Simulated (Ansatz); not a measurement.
# Sr (Im-3m): surface slab from a Python script

The task is a surface slab, for Sr (Im-3m).

The COD cell was measured well above room temperature, so it is larger than a cold one.

Computed with Ansatz 0.2.0, driven from Python. Level of theory: DFT PBEsol, plane waves, PAW.

## Step 1: Starting point

It takes space group Im-3m (No. 229, cubic). Conventional cell: a = 4.870 Å, b = 4.870 Å, c = 4.870 Å, α = 90.00°, β = 90.00°, γ = 90.00°. Sr (site symmetry m-3m) has 8 Sr at 4.22 Å as nearest neighbours.

The script reads sr.cif:

```cif
data_Sr
_cell_length_a 4.217544
_cell_length_b 4.217544
_cell_length_c 4.217544
_cell_angle_alpha 109.47122
_cell_angle_beta 109.47122
_cell_angle_gamma 109.47122
_symmetry_space_group_name_H-M 'P 1'
_symmetry_Int_Tables_number 1
loop_
_symmetry_equiv_pos_as_xyz
'x, y, z'
loop_
_atom_site_label
_atom_site_type_symbol
_atom_site_fract_x
_atom_site_fract_y
_atom_site_fract_z
Sr1 Sr    0.000000    0.000000    0.000000
```

## Step 2: The code

sr.py reads:

```python
'''Slab calculation for Sr.'''

import ansatz as az
from ase.build import surface
from ase.io import read
import numpy as np

atoms = read('sr.cif')
# the plane is named in the basis of this cell
slab = surface(atoms, (1, 0, 0), 3, vacuum=8.0)
slab.pbc = True

print(slab.get_chemical_formula(), 'area {:.3f} A^2, cell height {:.2f} A'.format(np.linalg.norm(np.cross(slab.cell[0], slab.cell[1])), slab.cell[2, 2]))


def common(structure):
    return (
        az.Crystal.from_ase(structure).calculation()
        .functional('PBEsol')
        .occupations('Fermi-Dirac', width=0.1)
    )


setup = (
    common(slab)
    .kpoints(4, 4, 1)
    .electric_field(axis=3, dipole_correction=True)
    .potential()
    .forces()
)
out = setup.run(threads=1)
report = out.report

print(f'slab free energy {report["free_energy_ev"]:.4f} eV, Fermi level {report["fermi_energy_ev"]:.3f} eV')
face = report['work_function']
print('work function (eV), upper and lower face:', *(round(face[k], 3) for k in ('phi_plus_ev', 'phi_minus_ev') if face.get(k) is not None))
print(f'dipole {face["dipole_moment_e_ang"]:+.4f} e A')

# surface energy from the bulk energy at the same settings
bulk = common(atoms).kpoints(7, 7, 7).run(threads=1).report
excess = report['free_energy_ev'] - bulk['free_energy_ev'] * len(slab) / len(atoms)
area = np.linalg.norm(np.cross(slab.cell[0], slab.cell[1]))
print(f'mean surface energy {excess / (2 * area) * 16.02177:.3f} J/m^2 ({1000 * excess / (2 * area):.1f} meV/A^2)')

v = out.potential()
profile = (v.v_es_ev + (0 if v.v_field_ev is None else v.v_field_ev)).mean(axis=(0, 1))
height = out.lattice.cell_ang[2][2]
print('z (A)   planar potential less the Fermi level (eV)')
for i in range(0, len(profile), max(len(profile) // 24, 1)):
    print(f'{i * height / len(profile):6.2f} {profile[i] - report["fermi_energy_ev"]:9.3f}')
```

## Step 3: The input behind the calls

The package turns the script's settings into the engine's input (first run):

```yaml
crystal:
  lattice:
    - [4.217544, 0.0, 0.0]
    - [-1.405847955966218, 3.9763386320384746, 0.0]
    - [0.0, -0.0, 22.88722064664986]
  atoms:
    - { symbol: Sr, position: [0.0, 0.0, 0.34954003911222] }
    - { symbol: Sr, position: [0.5000000234913987, 0.5000000234913988, 0.5] }
    - { symbol: Sr, position: [4.698279743031719e-08, 4.6982797541339494e-08, 0.65045996088778] }
kpoints:
  mp_grid:
    grid: [4, 4, 1]
hamiltonian:
  xc: pbesol
efield:
  axis: 3
  dipole_correction: true
scf:
  occupations:
    method: fermi_dirac
    width: 0.1
output:
  write_potential: true
  forces: true
```

## Step 4: Running it

Started as:

```sh
$ python sr.py
```

Q: Predict the main results. Wanted: mean surface energy; vacuum level less Fermi level, upper / lower face.

The runs gave:

| quantity | value |
| --- | --- |
| mean surface energy | 0.374 J/m² |
| runs compared | 2 |
| vacuum level less Fermi level, upper / lower face (run 1) | 2.63 / 2.63 eV |

What this shows: Miller indices refer to the cell that the script starts from. The surface energy is the mean of both faces of a thin slab, not converged with thickness, and the slab isn't relaxed, which would lower it. Both runs converged, in 6 to 7 cycles. Both faces give the same value. Notes:
- Only differences from the Fermi energy are physical; the zero of the scale is a convention.
- Of the deposited cell: it was measured well above room temperature.
- This isn't the structure that Sr takes at ambient conditions.
- The slab is thin and cut from the structure as given; a cut can leave two unlike or polar faces, and the surface energy is then their mean. Miller indices refer to the vectors of the cell as typed, and the lattice isn't relaxed for this functional, so relaxation and surface energy can hold strain.
